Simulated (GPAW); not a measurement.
The system is NiMoIrPdW.

```xyz
5
Lattice="2.3446 -1.4314 0.0091 2.3446 1.4314 0.0091 -2.2060 0.0000 10.9237" Properties=species:S:1:pos:R:3 pbc="T T T"
Ni    1.6857    0.0000    3.2343
Mo   -0.5221    0.0000    9.9690
Pd    0.0775    0.0000    5.3638
Ir    3.2778    0.0000    1.1936
W     1.6891    0.0000    7.5942
```

The cell was built by a generator and needn't be a form met in nature.

Base run:

- Program: GPAW 26.7.0
- Functional: AM05
- Potentials or basis: PAW data sets generated in the run's folder for this functional
- Cutoff: 600 eV
- Basis: pw
- k mesh: 8 × 8 × 2
- Occupations: fermi-dirac, width 0.05 eV
- Spin: collinear spin, ferromagnetic start
- Starting moments: [1.0, 1.0, 0.0, 0.6, 0.0] μB

Its results: pressure -10.7 GPa; net moment 0.00 μB per cell; largest force 0.182 eV/Å.

Problem. The run is repeated on the same cell with these changes: functional from AM05 to revPBE; potentials or basis from PAW data sets generated in the run's folder for this functional to the program's PAW data sets (release 1.2.1) made for this functional. What comes out?

Solution. Pressure 2.7 GPa; net moment 0.00 μB per cell; largest force 0.108 eV/Å.

Caveats: the stock nickel data set gives pressures a few GPa off other programs.

Not every run made on this cell is shown here.
